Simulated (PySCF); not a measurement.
**InCl: the SCF solver's settings**

Do solver options change the result for InCl, or only the number of cycles?

Computed with PySCF 2.14.0. Level: method and basis as typed in the scripts.

3 further runs of the same task are left out: 1 for a known fault of the program, 2 that didn't finish.

## (1) Starting geometry

InCl: 2 atoms, charge 0, spin multiplicity 1.

Bond lengths: In1–Cl2 2.360 Å.

## (2) Base script

input.py reads:

```python
from pyscf import gto, dft

mol = gto.M(
    atom='In 0 0 0; Cl 0 0 2.36',
    basis='def2-svp',
    ecp={'In': 'def2-svp'},
    charge=0,
    spin=0,
    symmetry=True,
    verbose=4,
)
mf = dft.RKS(mol, xc='camb3lyp')
mf.kernel()
mf.dip_moment()
print('orbital energies (hartree):', mf.mo_energy[..., max(0, mol.nelec[1]-3):mol.nelec[0]+3].round(4))
```

Started as:

```bash
python input.py
```

The log of this run is left out.

In short: E(SCF) = -650.253468 Eh, 10 cycles, μ = 2.70 D.

The bond length is a typed value, not an optimised one.

## (3) Convergence threshold 1e-05 hartree

Run 1 changes convergence threshold: default → 1e-05 hartree.

input.py reads:

```python
from pyscf import gto, dft

mol = gto.M(
    atom='In 0 0 0; Cl 0 0 2.36',
    basis='def2-svp',
    ecp={'In': 'def2-svp'},
    charge=0,
    spin=0,
    symmetry=True,
    verbose=4,
)
mf = dft.RKS(mol, xc='camb3lyp')
mf.conv_tol = 1e-05
mf.kernel()
mf.dip_moment()
print('orbital energies (hartree):', mf.mo_energy[..., max(0, mol.nelec[1]-3):mol.nelec[0]+3].round(4))
```

Started as:

```bash
python input.py
```

## (4) Initial guess 1e

Run 2 changes initial guess: minao → 1e.

Edit input.py of step 2 so:

```diff
@@ -12,2 +12,3 @@
 mf = dft.RKS(mol, xc='camb3lyp')
+mf.init_guess = '1e'
 mf.kernel()
```

## (5) Damping 0.8

Run 3 changes damping: none → 0.8.

Edit input.py of step 2 so:

```diff
@@ -12,2 +12,4 @@
 mf = dft.RKS(mol, xc='camb3lyp')
+mf.damp = 0.8
+mf.diis_start_cycle = 8
 mf.kernel()
```

## (6) Damping 0.2

Run 4 changes damping: none → 0.2.

Edit input.py of step 2 so:

```diff
@@ -12,2 +12,4 @@
 mf = dft.RKS(mol, xc='camb3lyp')
+mf.damp = 0.2
+mf.diis_start_cycle = 8
 mf.kernel()
```

What does the calculation give? Wanted: for each run, E(SCF); from base; gap; SCF dipole.

As calculated:

| run | E(SCF) (hartree) | from base (eV) | cycles | gap (eV) | SCF dipole (D) |
| --- | --- | --- | --- | --- | --- |
| base | -650.253468 | 0 | 10 | 7.48 | 2.70 |
| convergence threshold 1e-05 hartree | -650.253468 | 0.0000 | 6 | 7.49 | 2.70 |
| initial guess 1e | -650.253468 | 0.0000 | 14 | 7.48 | 2.70 |
| damping 0.8 | -650.253468 | 0.0000 | 14 | 7.48 | 2.70 |
| damping 0.2 | -650.253468 | 0.0000 | 11 | 7.48 | 2.70 |

Distance from each run's final energy (log10 hartree) by cycle:

| run | cycle 1 | cycle 2 | cycle 3 | cycle 5 | cycle 8 | cycle 12 |
| --- | --- | --- | --- | --- | --- | --- |
| base | -0.4 | -0.8 | -2.9 | -5.4 | -9.0 | done |
| convergence threshold 1e-05 hartree | -0.4 | -0.8 | -2.9 | -5.4 | done | done |
| initial guess 1e | 1.1 | 1.9 | 0.5 | -0.2 | -3.5 | -8.7 |
| damping 0.8 | -0.4 | -0.6 | -0.8 | -1.2 | -2.4 | -7.6 |
| damping 0.2 | -0.4 | -1.7 | -2.3 | -3.4 | -4.6 | done |

In words: The SCF energy stays the same, to the digits that matter, with convergence threshold 1e-05 hartree or initial guess 1e or damping 0.8 or damping 0.2. The base needs 10 cycles and the run with initial guess 1e needs 14.
